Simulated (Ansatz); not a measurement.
# Ta2O5: molecular dynamics

The plan is to heat the crystal hard, then cool it somewhat, and see whether it keeps its order. Runs: 200 steps of 0.75 fs under a Langevin thermostat at 4200 K; 200 steps of 1.12 fs under a Nosé-Hoover thermostat at 2520 K. The start is the crystal (P2/m), its volume scaled by 1.15.

Method: DFT PBEsol, plane waves, PAW, scalar-relativistic, no spin polarisation, in Ansatz 0.2.0.

### Step 1. The structure to begin with

The cell holds 14 atoms (O10Ta4): a = 5.707 Å, b = 5.707 Å, c = 7.101 Å, α = 100.91°, β = 79.09°, γ = 89.68°.

Coordinates:

```xyz
14
Lattice="-4.0246 -4.0469 0.0000 4.0246 -4.0469 0.0000 -1.9057 0.0000 6.8403" Properties=species:S:1:pos:R:3 pbc="T T T"
Ta    1.1061   -4.0469    5.4128
Ta    1.0128   -4.0469    1.4275
O    -2.8812   -6.0704    5.4608
O     0.9755   -2.0235    1.3795
O    -0.8954   -4.0469    5.9553
O     3.0143   -4.0469    0.8850
O     1.0595   -4.0469    3.4202
Ta   -2.9185   -4.0469    5.4128
Ta   -3.0118   -4.0469    1.4275
O    -2.8812   -2.0235    5.4608
O     0.9755   -6.0704    1.3795
O    -4.9200   -4.0469    5.9553
O    -1.0103   -4.0469    0.8850
O    -2.9651   -4.0469    3.4202
```

### Step 2. Run 1

200 steps of 0.75 fs under a Langevin thermostat at 4200 K.

Input file input.yaml:

```yaml
accuracy: low
crystal:
  lattice:
    - [-4.024603, -4.046927, 0.0]
    - [4.024603, -4.046927, 0.0]
    - [-1.905687, 0.0, 6.840323]
  atoms:
    - { symbol: Ta, position: [0.1752346, 0.8247654, 0.7913145] }
    - { symbol: Ta, position: [0.3247654, 0.6752346, 0.2086855] }
    - { symbol: O, position: [0.9189379, 0.5810621, 0.7983293] }
    - { symbol: O, position: [0.0810622, 0.4189378, 0.2016707] }
    - { symbol: O, position: [0.4051197, 0.5948803, 0.8706212] }
    - { symbol: O, position: [0.0948803, 0.9051197, 0.1293787] }
    - { symbol: O, position: [0.25, 0.75, 0.5] }
    - { symbol: Ta, position: [0.6752346, 0.3247654, 0.7913145] }
    - { symbol: Ta, position: [0.8247654, 0.1752346, 0.2086855] }
    - { symbol: O, position: [0.4189378, 0.0810622, 0.7983293] }
    - { symbol: O, position: [0.5810621, 0.9189378, 0.2016707] }
    - { symbol: O, position: [0.9051197, 0.0948803, 0.8706212] }
    - { symbol: O, position: [0.5948803, 0.4051197, 0.1293787] }
    - { symbol: O, position: [0.75, 0.25, 0.5] }
basis:
  ecutwfc: 250.0
kpoints:
  mp_grid: { grid: [2, 2, 2] }
hamiltonian:
  xc: pbesol
  pseudopotentials: { kind: paw, azcp: { folder: soft_1 } }
scf:
  occupations: { method: fermi_dirac, width: 0.36 }
  lower_state_search: "off"
  max_iter: 88
md:
  timestep: 0.75
  n_steps: 200
  ensemble: nvt_langevin
  temperature: 4200.0
  initial_velocities: maxwell_boltzmann
  seed: 445770
  friction: 0.005
```

Run with:

```console
> ansatz run input.yaml --threads 1 --pin off --max-ram 3072MiB --backend cpu --events-out ev --progress --plain --runs-dir out
```

Log (excerpt; [...] marks lines left out):

```text
Warning: md: disabling space-group detection — thermal motion breaks the input geometry's symmetry, so no spatial operation reduces the k-mesh or symmetrises the density; time reversal is kept, so that k and −k are solved as one point where they differ and the mesh holds both, and exact [...]
Warning: basis.ecutwfc = 250 eV is below the records' recommended 420 eV, and the density's cutoff is lower with it unless basis.ecutrho_ratio is high enough to keep the records' density cutoff: compare with a run at a higher cutoff
Warning: <dir> the record states the generating functional pbe (its physics header spells it `PBE`), which answers neither for hamiltonian.xc's functional nor for the pbesol family's — results may be inconsistent (PPs are generated against a specific XC)
[...]
Warning: RAYON_NUM_THREADS=1 ignored (pool sized by the plan → 1); use --threads N
band count auto-derived: 77 (N_el = 112.0; filled up to band 56; 70 by the electrons, moments and atoms)
[...]
Pseudopotentials: kind: paw
Pseudopotential: Ta, paw, valence charge 13, recommended cutoff 420 eV (normal), <dir>
Pseudopotential: O, paw, valence charge 6, recommended cutoff 420 eV (normal), <dir>
Functional definition: PBEsol
[...]
Crystal: 14 atoms, lattice volume = 222.820 Å³
Basis set: ecut = 250 eV, 2027 PW (Γ), exchange–correlation on 60×60×80 points (8 copies of the dense FFT grid, shifted against one another)
Bands: 77, of which v1, the nominal top of the filled ones, is band 56 counted from 1 (55 counted from 0)
Symmetry: 1 space group operations
k-points: 8
[...]
SCF iter   1: F=—  HF=-44835.511508 eV  |F-HF|=—  |Δ(HF+E_count)|=         —  Δρ=6.27e-2  dr2=3.76e0  ethr=3.10e-3  ⟨swp⟩=4.4  Hψ=2239  notcnv=0
[...]
md step     0: t =     0.00 fs  T =  3900.0 K  F+E_penalty+E_count = -44834.72088728 eV  E_kin = 7.057596 eV  (13 SCF iters)
[...]
md step     6: t =     4.50 fs  T =  3950.9 K  F+E_penalty+E_count = -44834.31740163 eV  E_kin = 7.149734 eV  (6 SCF iters)
[...]
md step    12: t =     9.00 fs  T =  3296.1 K  F+E_penalty+E_count = -44833.33911341 eV  E_kin = 5.964719 eV  (7 SCF iters)
[...]
md step    18: t =    13.50 fs  T =  2956.9 K  F+E_penalty+E_count = -44832.34437652 eV  E_kin = 5.350978 eV  (6 SCF iters)
[...]
md step    22: t =    16.50 fs  T =  2744.4 K  F+E_penalty+E_count = -44831.75022992 eV  E_kin = 4.966448 eV  (7 SCF iters)
md step    23: t =    17.25 fs  T =  2705.1 K  F+E_penalty+E_count = -44831.59176293 eV  E_kin = 4.895240 eV  (7 SCF iters)
```

### Step 3. More of the same log: dynamics from the start

Output, continued (excerpt; [...] marks lines left out):

```text
md step    24: t =    18.00 fs  T =  2504.4 K  F+E_penalty+E_count = -44831.42686774 eV  E_kin = 4.531991 eV  (7 SCF iters)
[...]
md step    47: t =    35.25 fs  T =  2779.9 K  F+E_penalty+E_count = -44830.63921331 eV  E_kin = 5.030596 eV  (6 SCF iters)
[...]
md step    70: t =    52.50 fs  T =  2562.5 K  F+E_penalty+E_count = -44829.54980766 eV  E_kin = 4.637235 eV  (11 SCF iters)
[...]
md step    93: t =    69.75 fs  T =  2919.2 K  F+E_penalty+E_count = -44830.67542381 eV  E_kin = 5.282763 eV  (7 SCF iters)
[...]
md step   199: t =   149.25 fs  T =  3195.6 K  F+E_penalty+E_count = -44829.26357560 eV  E_kin = 5.782894 eV  (6 SCF iters)
[...]
md step   200: t =   150.00 fs  T =  3530.0 K  F+E_penalty+E_count = -44829.44675507 eV  E_kin = 6.388002 eV  (8 SCF iters)
SCF converged after 8 iterations
Free energy (F): -44829.446755 eV
[...]
E sigma→0 (E₀):  -44829.107191 eV
Entropy (-TS):   -0.679128 eV (-48.509 meV/atom)
Fermi energy:    6.660901 eV
[...]
--- Forces (eV/Å), atoms counted from 1 ---
  atom   1  Ta     3.48367002     3.48891188    -0.84003198
  atom   2  Ta    -2.15219363     0.37917991     0.56169065
  atom   3  O     -0.88729852     0.25300377    -2.11234257
  atom   4  O      1.01630350    -2.63400922    -0.93270439
  atom   5  O      1.07326512    -0.52997515    -0.18070010
  atom   6  O     -3.40827707    -2.84542054     1.43002862
  atom   7  O     -1.32286508    -2.52790836    -1.98844132
  atom   8  Ta    -2.48423162     0.01767399    -0.60428305
[...]
--- MD trajectory: 200 steps, t = 0.0 → 150.0 fs ---
  final state: T = 3530.0 K   F+E_penalty+E_count = -44829.44675507 eV   E_kin = 6.388002 eV
```

Wall time 9.5 min (1 thread of Arm Neoverse V2, shared host); peak memory 0.45 GiB.

### Step 4. The trajectory

The trajectory, every 11 steps (energies from step 0); msd is the mean square displacement from the start, the centre of mass held:

| time (fs) | T (K) | potential energy change (meV/atom) | msd O (Å²) | msd Ta (Å²) |
| --- | --- | --- | --- | --- |
| 0.0 | 3900 | 0.0 | 0.000 | 0.000 |
| 8.2 | 3286 | 86.2 | 0.043 | 0.003 |
| 16.5 | 2744 | 212.2 | 0.140 | 0.011 |
| 24.8 | 2067 | 320.5 | 0.235 | 0.025 |
| 33.0 | 2525 | 301.0 | 0.297 | 0.043 |
| 41.2 | 2492 | 330.7 | 0.347 | 0.061 |
| 49.5 | 1876 | 416.6 | 0.360 | 0.078 |
| 57.8 | 3001 | 287.2 | 0.301 | 0.096 |
| 66.0 | 2949 | 289.4 | 0.259 | 0.113 |
| 74.2 | 3112 | 298.2 | 0.276 | 0.122 |
| 82.5 | 2667 | 361.4 | 0.330 | 0.131 |
| 90.8 | 2693 | 395.8 | 0.380 | 0.141 |
| 99.0 | 2381 | 477.7 | 0.440 | 0.146 |
| 107.2 | 2834 | 454.4 | 0.485 | 0.144 |
| 115.5 | 3245 | 382.5 | 0.497 | 0.138 |
| 123.8 | 2718 | 444.8 | 0.502 | 0.133 |
| 132.0 | 3472 | 342.6 | 0.468 | 0.126 |
| 140.2 | 2911 | 433.7 | 0.435 | 0.125 |
| 148.5 | 3185 | 402.2 | 0.382 | 0.124 |
| 150.0 | 3530 | 376.7 | 0.374 | 0.124 |

time (fs), T (K) and a bar:
```
      0.0       3900 ##############################
      6.8       3584 #########################
     12.8       3200 ###################
     19.5       2176 ###
     26.2       2173 ###
     32.2       2354 ######
     39.0       2638 ##########
     45.8       2005 
     52.5       2563 #########
     58.5       2898 ##############
     65.2       2826 #############
     72.0       3029 ################
     78.0       2950 ###############
     84.8       2863 ##############
     91.5       2476 #######
     97.5       2503 ########
    104.2       2538 ########
    111.0       2850 #############
    117.8       3363 ######################
    123.8       2718 ###########
    130.5       3583 #########################
    137.2       2977 ###############
    143.2       2902 ##############
    150.0       3530 ########################
```

Pair distribution over the second half of the run:

| r (Å) | g O–O | g Ta–O |
| --- | --- | --- |
| 0.68 | 0.00 | 0.00 |
| 0.84 | 0.00 | 0.00 |
| 1.00 | 0.00 | 0.00 |
| 1.16 | 0.00 | 0.00 |
| 1.32 | 0.00 | 0.00 |
| 1.48 | 0.00 | 0.00 |
| 1.64 | 0.00 | 0.77 |
| 1.80 | 0.00 | 3.81 |
| 1.96 | 0.00 | 5.07 |
| 2.12 | 0.00 | 2.43 |
| 2.28 | 0.39 | 1.03 |
| 2.44 | 0.94 | 0.38 |
| 2.60 | 1.51 | 0.23 |

First peaks of g(r) (not always the tallest), and, where a minimum follows, the mean number of second-named atoms round a first-named one up to the next minimum:

| pair | peak (Å) | height | minimum (Å) | neighbours |
| --- | --- | --- | --- | --- |
| Ta–O | 1.96 | 5.1 | - | - |

Maxima of the velocity power spectrum (cm⁻¹, relative height; resolution about 440 cm⁻¹): 220 (100).

### Step 5. Snapshots as a file

Extended XYZ, with forces in eV/Å:

```xyz
14
Lattice="-4.025 -4.047 0.000 4.025 -4.047 0.000 -1.906 0.000 6.840" Properties=species:S:1:pos:R:3:forces:R:3 pbc="T T T" time_fs=21.8 T=2060 dE=4.0374
Ta    1.123   -4.106    5.340    1.709    4.071    0.395
Ta    1.081   -4.094    1.407   -0.677    1.159   -0.203
O    -3.233   -5.851    5.357    1.728   -2.651   -0.870
O     0.453   -1.956    1.769    2.121    2.023   -1.569
O    -0.930   -3.957    5.837    0.329   -0.478   -0.599
O     2.897   -3.862    0.775    0.645   -0.278   -0.423
O     1.435   -3.837    3.224   -1.077   -1.347    0.749
Ta   -2.883   -4.153    5.470   -2.413    2.373    0.895
Ta   -3.093   -3.916    1.557   -1.885   -1.209   -0.436
O    -2.701   -1.711    5.067   -0.803   -4.355    0.211
O     0.947   -6.039    0.879    0.041    0.703    2.404
O    -4.883   -4.135    5.839   -1.976    2.031    0.458
O    -1.064   -3.944    0.725   -0.131   -0.755    0.350
O    -3.551   -3.551    3.364    2.390   -1.287   -1.364
14
Lattice="-4.025 -4.047 0.000 4.025 -4.047 0.000 -1.906 0.000 6.840" Properties=species:S:1:pos:R:3:forces:R:3 pbc="T T T" time_fs=42.8 T=2393 dE=4.9993
Ta    1.170   -4.124    5.278   -2.561   -1.854   -2.660
Ta    1.129   -4.122    1.389   -1.013    1.616   -3.142
O    -3.329   -6.097    5.154    1.572    2.221    0.451
O     0.457   -1.432    1.911    0.480   -6.175   -0.342
O    -0.975   -4.006    5.433   -2.187   -0.924    1.127
O     2.908   -3.857    0.797    0.309    0.901   -1.006
O     1.411   -3.948    3.104   -0.434   -0.074    3.254
Ta   -2.945   -4.249    5.508    0.302    0.086   -2.127
Ta   -3.222   -3.845    1.681   -0.159    3.762   -3.437
O    -2.912   -1.925    4.757    0.442    2.619    3.737
O     1.060   -5.818    0.873   -0.228   -1.797    0.974
O    -5.165   -3.910    5.704    2.818   -0.018    0.640
O    -1.159   -4.168    0.525    0.382    0.674    1.516
O    -3.597   -3.364    3.324    0.279   -1.036    1.014
14
Lattice="-4.025 -4.047 0.000 4.025 -4.047 0.000 -1.906 0.000 6.840" Properties=species:S:1:pos:R:3:forces:R:3 pbc="T T T" time_fs=64.5 T=2771 dE=4.0845
Ta    1.191   -4.134    5.204    1.365    0.314   -0.489
Ta    1.173   -4.103    1.347   -3.436   -1.230    2.494
O    -3.097   -6.090    4.962   -0.881   -0.690    0.855
O     0.896   -1.707    1.911    0.061    0.612   -1.685
O    -1.352   -4.145    5.233    5.806    0.868    0.088
O     3.001   -3.739    0.675   -1.944   -0.778    0.383
O     1.093   -4.183    3.275    0.626    0.503   -3.252
Ta   -3.046   -4.344    5.510   -2.932    1.201    0.413
Ta   -3.333   -3.823    1.738    1.457   -3.630   -4.110
O    -2.901   -1.890    5.141    0.120    0.936    1.914
O     1.085   -6.075    1.137    1.164    3.241    0.055
O    -4.992   -3.699    5.609   -1.881   -1.478   -0.045
O    -0.822   -4.204    0.683    1.104    0.541   -0.159
O    -3.432   -3.442    3.388   -0.630   -0.410    3.538
14
Lattice="-4.025 -4.047 0.000 4.025 -4.047 0.000 -1.906 0.000 6.840" Properties=species:S:1:pos:R:3:forces:R:3 pbc="T T T" time_fs=85.5 T=2866 dE=5.2280
Ta    1.209   -4.167    5.164   -2.671   -2.067    1.080
Ta    1.180   -4.092    1.375    0.657   -0.167    0.366
O    -3.142   -6.168    5.121   -0.058    0.178    0.936
O     1.366   -1.686    1.566   -1.989    2.969   -0.108
O    -1.058   -4.071    5.021   -0.164   -0.737    1.838
O     2.857   -3.665    0.619    3.541   -0.284    0.433
O     0.884   -4.287    3.123    1.347    0.471    4.510
Ta   -3.159   -4.401    5.537    4.349    1.789   -1.200
Ta   -3.389   -3.854    1.729    0.756   -2.030    0.805
O    -2.672   -1.757    6.096   -0.713    2.009   -2.966
O     1.217   -6.119    1.404    0.284   -1.280   -0.272
O    -4.937   -3.732    5.610   -1.259   -0.673    0.643
O    -0.456   -4.145    0.768   -4.162    0.102   -3.403
O    -3.440   -3.799    3.652    0.082   -0.281   -2.662
14
Lattice="-4.025 -4.047 0.000 4.025 -4.047 0.000 -1.906 0.000 6.840" Properties=species:S:1:pos:R:3:forces:R:3 pbc="T T T" time_fs=107.2 T=2834 dE=6.3611
Ta    1.141   -4.253    5.148   -3.044   -0.038    3.801
Ta    1.221   -4.104    1.381   -1.462   -4.629    0.038
O    -3.291   -6.283    5.434    0.840    1.397   -0.063
O     1.461   -1.206    1.055    0.543   -3.777   -0.015
O    -0.996   -4.148    5.045    0.176   -0.814    0.993
O     3.054   -3.626    0.868   -5.060    0.129   -0.181
O     1.000   -4.278    3.274    0.845    1.603   -2.126
Ta   -3.178   -4.402    5.554    0.112   -1.848   -2.216
Ta   -3.450   -3.958    1.772    3.659    5.296   -1.896
O    -2.687   -1.716    6.329   -1.757    0.796   -3.329
O     1.412   -6.058    1.757   -0.816    0.727   -1.987
O    -5.114   -3.934    5.745    2.260    0.791   -1.257
O    -0.567   -4.234    0.374    3.995    0.921    3.784
O    -3.490   -4.227    3.492   -0.289   -0.553    4.455
14
Lattice="-4.025 -4.047 0.000 4.025 -4.047 0.000 -1.906 0.000 6.840" Properties=species:S:1:pos:R:3:forces:R:3 pbc="T T T" time_fs=128.2 T=3521 dE=5.2798
Ta    1.004   -4.316    5.156   -0.820    1.645   -0.572
Ta    1.204   -4.186    1.355    4.047   -1.574    5.964
O    -3.292   -6.184    5.720    0.745   -1.870   -1.119
O     1.413   -1.348    0.837   -2.417    2.334    2.929
O    -0.882   -4.502    5.375    0.310    1.805   -1.017
O     2.893   -3.479    1.043    3.413   -0.712   -0.940
O     1.242   -3.880    3.257   -1.013   -0.066    1.130
Ta   -3.174   -4.412    5.570    0.351    0.073   -0.383
Ta   -3.460   -4.006    1.744    2.429    0.288    1.204
O    -3.121   -1.994    5.669    2.340   -0.844   -0.504
O     1.345   -5.964    1.803   -0.350   -3.545   -0.898
O    -4.942   -3.893    5.588   -2.527    0.013    0.695
O    -0.208   -4.191    0.465   -7.745    1.247   -2.896
O    -3.563   -4.523    3.614    1.235    1.206   -3.594
14
Lattice="-4.025 -4.047 0.000 4.025 -4.047 0.000 -1.906 0.000 6.840" Properties=species:S:1:pos:R:3:forces:R:3 pbc="T T T" time_fs=150.0 T=3530 dE=5.2741
Ta    0.840   -4.317    5.168    3.484    3.489   -0.840
Ta    1.233   -4.294    1.375   -2.152    0.379    0.562
O    -3.146   -6.507    5.674   -0.887    0.253   -2.112
O     1.111   -1.452    0.976    1.016   -2.634   -0.933
O    -0.935   -4.526    5.689    1.073   -0.530   -0.181
O     2.996   -3.531    0.822   -3.408   -2.845    1.430
O     1.273   -3.707    3.304   -1.323   -2.528   -1.988
Ta   -3.204   -4.391    5.584   -2.484    0.018   -0.604
Ta   -3.430   -4.008    1.710   -0.056    0.178    0.820
O    -3.133   -2.692    4.912    1.293    2.967    0.921
O     1.189   -6.247    1.632    1.445    4.838   -0.631
O    -5.171   -3.991    5.643    0.174   -2.363    0.296
O    -0.616   -3.964    0.503    1.725   -0.403    2.551
O    -3.525   -4.519    3.440    0.100   -0.819    0.710
```

Reading of run 1. Against a set 4200 K the second half averages 2859 K with a spread of 329 K (in equilibrium 14 atoms would scatter by about 917 K, over a far longer run); 406 meV/atom has gone into potential energy, and a thermostat that acts over some 200 fs has not made it up in 150 fs. The cutoff lies far under the datasets' advice, so the forces are not those of the functional. The atom that moves most swings out by 1.21 Å (the median distance to the nearest neighbour, bonds to H left out, is 2.02 Å), and none ends a neighbour distance from its start. Counted from the crystal's sites, with the common drift removed, the atoms stand 0.55 Å away over the last tenth of the run (root mean square), 27 % of the neighbour distance: near the range, 10 to 20 % and a little above, in which crystals usually melt.

### Step 6. Run 2

200 steps of 1.12 fs under a Nosé-Hoover thermostat at 2520 K, starting from the last frame of an earlier run, with new velocities.

Input file input.yaml:

```yaml
accuracy: low
crystal:
  lattice:
    - [-4.024603, -4.046927, 0.0]
    - [4.024603, -4.046927, 0.0]
    - [-1.905687, 0.0, 6.840323]
  atoms:
    - { symbol: Ta, position: [0.25022618, 0.81658794, 0.75552212] }
    - { symbol: Ta, position: [0.32972675, 0.73131719, 0.20099524] }
    - { symbol: O, position: [0.99844009, 0.60952453, 0.82943404] }
    - { symbol: O, position: [0.00764964, 0.35112313, 0.14261205] }
    - { symbol: O, position: [0.4783975, 0.63990596, 0.83174151] }
    - { symbol: O, position: [0.03554602, 0.83687302, 0.12013733] }
    - { symbol: O, position: [0.18540234, 0.7304735, 0.4829812] }
    - { symbol: Ta, position: [0.74725452, 0.33778333, 0.81637119] }
    - { symbol: Ta, position: [0.86212886, 0.12824603, 0.24992744] }
    - { symbol: O, position: [0.55183825, 0.11342558, 0.71813338] }
    - { symbol: O, position: [0.5675459, 0.97602811, 0.23857339] }
    - { symbol: O, position: [0.94013876, 0.0459425, 0.82495581] }
    - { symbol: O, position: [0.5488547, 0.43055282, 0.07350352] }
    - { symbol: O, position: [0.87716036, 0.23946981, 0.50286335] }
basis:
  ecutwfc: 420.0
kpoints:
  mp_grid: { grid: [2, 2, 2] }
hamiltonian:
  xc: pbesol
  pseudopotentials: { kind: paw, azcp: { folder: soft_1 } }
scf:
  occupations: { method: fermi_dirac, width: 0.36 }
  lower_state_search: "off"
  max_iter: 85
md:
  timestep: 1.12
  n_steps: 200
  ensemble: nvt_nose_hoover
  temperature: 2520.0
  initial_velocities: maxwell_boltzmann
  seed: 716736
  nose_hoover: { tau: 3.0, chain_length: 1 }
```

Run with:

```console
> ansatz run input.yaml --threads 1 --pin off --max-ram 3072MiB --backend cpu --events-out ev --progress --plain --runs-dir out
```

Log (excerpt; [...] marks lines left out):

```text
Warning: md: disabling space-group detection — thermal motion breaks the input geometry's symmetry, so no spatial operation reduces the k-mesh or symmetrises the density; time reversal is kept, so that k and −k are solved as one point where they differ and the mesh holds both, and exact [...]
Warning: <dir> the record states the generating functional pbe (its physics header spells it `PBE`), which answers neither for hamiltonian.xc's functional nor for the pbesol family's — results may be inconsistent (PPs are generated against a specific XC)
[...]
Warning: RAYON_NUM_THREADS=1 ignored (pool sized by the plan → 1); use --threads N
band count auto-derived: 77 (N_el = 112.0; filled up to band 56; 70 by the electrons, moments and atoms)
[...]
Pseudopotentials: kind: paw
Pseudopotential: Ta, paw, valence charge 13, recommended cutoff 420 eV (normal), <dir>
Pseudopotential: O, paw, valence charge 6, recommended cutoff 420 eV (normal), <dir>
Functional definition: PBEsol
[...]
Crystal: 14 atoms, lattice volume = 222.820 Å³
Basis set: ecut = 420 eV, 4377 PW (Γ), exchange–correlation on 80×80×96 points (8 copies of the dense FFT grid, shifted against one another)
Bands: 77, of which v1, the nominal top of the filled ones, is band 56 counted from 1 (55 counted from 0)
Symmetry: 1 space group operations
k-points: 8
[...]
SCF iter   1: F=—  HF=-44846.439334 eV  |F-HF|=—  |Δ(HF+E_count)|=         —  Δρ=5.63e-2  dr2=7.23e0  ethr=3.10e-3  ⟨swp⟩=5.0  Hψ=2093  notcnv=0
[...]
md step     0: t =     0.00 fs  T =  2520.0 K  F+E_penalty+E_count = -44844.77311154 eV  E_kin = 4.234558 eV  conserved = -44840.53855397 eV  (12 SCF iters)
[...]
md step     8: t =     8.96 fs  T =  2554.9 K  F+E_penalty+E_count = -44845.88693910 eV  E_kin = 4.293138 eV  conserved = -44840.54145431 eV  (5 SCF iters)
[...]
md step    16: t =    17.92 fs  T =  2467.2 K  F+E_penalty+E_count = -44846.02767048 eV  E_kin = 4.145787 eV  conserved = -44840.54067127 eV  (5 SCF iters)
[...]
md step    24: t =    26.88 fs  T =  2392.1 K  F+E_penalty+E_count = -44845.62637404 eV  E_kin = 4.019580 eV  conserved = -44840.54005140 eV  (5 SCF iters)
[...]
md step    32: t =    35.84 fs  T =  2714.2 K  F+E_penalty+E_count = -44845.87621244 eV  E_kin = 4.560880 eV  conserved = -44840.54088315 eV  (5 SCF iters)
md step    33: t =    36.96 fs  T =  2655.3 K  F+E_penalty+E_count = -44845.87251739 eV  E_kin = 4.461880 eV  conserved = -44840.54067420 eV  (5 SCF iters)
md step    34: t =    38.08 fs  T =  2556.3 K  F+E_penalty+E_count = -44845.86234071 eV  E_kin = 4.295574 eV  conserved = -44840.54031156 eV  (5 SCF iters)
```

(Part 1 of 2 ends here.)
